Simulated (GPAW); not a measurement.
# MoPdRu2: single point with PBEsol

The system is MoPdRu2.

```
Pd Ru Mo
1.0
     2.77343    0.00000    0.00000
    -1.38672    2.40186    0.00000
     0.00000    0.00000    8.89466
Pd Ru Mo
1 2 1
Direct
  0.00000 0.00000 0.50000
  0.66667 0.33333 0.75785
  0.66667 0.33333 0.24215
  0.00000 0.00000 0.00000
```

The cell comes from a database or a generator and needn't be the stable form of this composition.

| Property | Result |
| --- | --- |
| Program | GPAW 26.7.0 |
| Task | single point |
| Functional | PBEsol |
| Potentials or basis | PAW data sets generated in the run's folder for this functional |
| Cutoff | 600 eV |
| Basis | pw |
| k mesh | 11 × 11 × 3 |
| Occupations | fermi-dirac, width 0.05 eV |
| Spin | no spin polarisation |

The pressure is -11.6 GPa, the largest force is 0.101 eV/Å and the band gap on the k mesh is none (metal or under the smearing width).

Forces in eV/Å, atoms in the order of the input:
```
Pd   0.000  0.000  0.000
Ru   0.000  0.000  0.101
Ru   0.000  0.000 -0.101
Mo   0.000  0.000  0.000
```

Stress tensor (GPa, compression positive):
```
-10.90   0.00   0.00
  0.00 -10.90   0.00
  0.00   0.00 -12.90
```

Levels at points of the mesh, in eV from the Fermi level:
```
           k point  band 27  band 28  band 29  band 30  band 31  band 32  band 33  band 34  band 35  band 36
(0.00, 0.00, 0.00)    -1.80    -1.37    -1.37    -1.09    -0.98    -0.98     0.19     0.19     1.14     1.14
```

Run time: 2.5 min on 1 thread of Arm Neoverse N1 (shared host), peak memory 0.24 GiB.
